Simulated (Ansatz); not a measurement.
# Mg7Ti9N16: the cost of one run

Computed with Ansatz 0.2.0 (DFT PBE, scalar-relativistic, plane waves, PAW, unless a step's input says otherwise).

## (1) The starting structure

The structure is monoclinic, space group Pm (No. 6). Conventional cell: a = 8.480 Å, b = 4.240 Å, c = 8.480 Å, α = 90.00°, β = 90.00°, γ = 90.00°. Around Mg (site symmetry m) lie 6 N at 2.12 Å. Ti (site symmetry m) is surrounded by 6 N at 2.12 Å. Only part of the 32 independent sites is listed.

As a file:

```
Mg Ti N
1.0
     8.48000    0.00000    0.00000
     0.00000    8.48000    0.00000
     0.00000    0.00000    4.24000
Mg Ti N
7 9 16
Direct
  0.00000 0.00000 0.00000
  0.00000 0.25000 0.50000
  0.25000 0.00000 0.50000
  0.25000 0.25000 0.00000
  0.25000 0.50000 0.50000
  0.50000 0.50000 0.00000
  0.75000 0.75000 0.00000
  0.00000 0.50000 0.00000
  0.00000 0.75000 0.50000
  0.25000 0.75000 0.00000
  0.50000 0.00000 0.00000
  0.50000 0.25000 0.50000
  0.75000 0.00000 0.50000
  0.75000 0.25000 0.00000
  0.50000 0.75000 0.50000
  0.75000 0.50000 0.50000
  0.25000 0.00000 0.00000
  0.25000 0.25000 0.50000
  0.50000 0.00000 0.50000
  0.50000 0.25000 0.00000
  0.25000 0.50000 0.00000
  0.25000 0.75000 0.50000
  0.50000 0.50000 0.50000
  0.50000 0.75000 0.00000
  0.75000 0.00000 0.00000
  0.75000 0.25000 0.50000
  0.00000 0.00000 0.50000
  0.00000 0.25000 0.00000
  0.75000 0.50000 0.00000
  0.75000 0.75000 0.50000
  0.00000 0.50000 0.50000
  0.00000 0.75000 0.00000
```

## (2) Relaxing cell and atoms: Mg7Ti9N16, no spin

Input file input.yaml:

```yaml
crystal:
  lattice:
    - [8.48, 0.0, 0.0]
    - [0.0, 8.48, 0.0]
    - [0.0, 0.0, 4.24]
  atoms:
    - { symbol: Mg, position: [0.0, 0.0, 0.0] }
    - { symbol: Mg, position: [0.0, 0.25, 0.5] }
    - { symbol: Mg, position: [0.25, 0.0, 0.5] }
    - { symbol: Mg, position: [0.25, 0.25, 0.0] }
    - { symbol: Ti, position: [0.0, 0.5, 0.0] }
    - { symbol: Ti, position: [0.0, 0.75, 0.5] }
    - { symbol: Mg, position: [0.25, 0.5, 0.5] }
    - { symbol: Ti, position: [0.25, 0.75, 0.0] }
    - { symbol: Ti, position: [0.5, 0.0, 0.0] }
    - { symbol: Ti, position: [0.5, 0.25, 0.5] }
    - { symbol: Ti, position: [0.75, 0.0, 0.5] }
    - { symbol: Ti, position: [0.75, 0.25, 0.0] }
    - { symbol: Mg, position: [0.5, 0.5, 0.0] }
    - { symbol: Ti, position: [0.5, 0.75, 0.5] }
    - { symbol: Ti, position: [0.75, 0.5, 0.5] }
    - { symbol: Mg, position: [0.75, 0.75, 0.0] }
    - { symbol: "N", position: [0.25, 0.0, 0.0] }
    - { symbol: "N", position: [0.25, 0.25, 0.5] }
    - { symbol: "N", position: [0.5, 0.0, 0.5] }
    - { symbol: "N", position: [0.5, 0.25, 0.0] }
    - { symbol: "N", position: [0.25, 0.5, 0.0] }
    - { symbol: "N", position: [0.25, 0.75, 0.5] }
    - { symbol: "N", position: [0.5, 0.5, 0.5] }
    - { symbol: "N", position: [0.5, 0.75, 0.0] }
    - { symbol: "N", position: [0.75, 0.0, 0.0] }
    - { symbol: "N", position: [0.75, 0.25, 0.5] }
    - { symbol: "N", position: [0.0, 0.0, 0.5] }
    - { symbol: "N", position: [0.0, 0.25, 0.0] }
    - { symbol: "N", position: [0.75, 0.5, 0.0] }
    - { symbol: "N", position: [0.75, 0.75, 0.5] }
    - { symbol: "N", position: [0.0, 0.5, 0.5] }
    - { symbol: "N", position: [0.0, 0.75, 0.0] }
scf:
  occupations: { method: methfessel_paxton, width: 0.1 }
output:
  forces: true
  stress: true
  eigenvalues: true
  write_density: true
  write_potential: true
  elf: true
  volumetric_format: npy
kpoints:
  mp_grid: { grid: [4, 4, 8] }
hamiltonian:
  xc: pbe
relax:
  f_tol: 0.01
  adjacent_minimum: "off"
  cell: { stress_tol: 0.05, fix: [shape] }
```

The run is started by

```console
> ansatz run input.yaml --threads 4 --pin off --max-ram 14336MiB --backend cpu --events-out ev --progress --plain --runs-dir out
```

**Question.** How long does this run take on 4 threads of Intel Xeon Platinum 8259CL at 2.50GHz (Skylake/Cascade Lake), shared host, and how much memory does it need?

About 18 min, with a peak of 2.6 GiB.
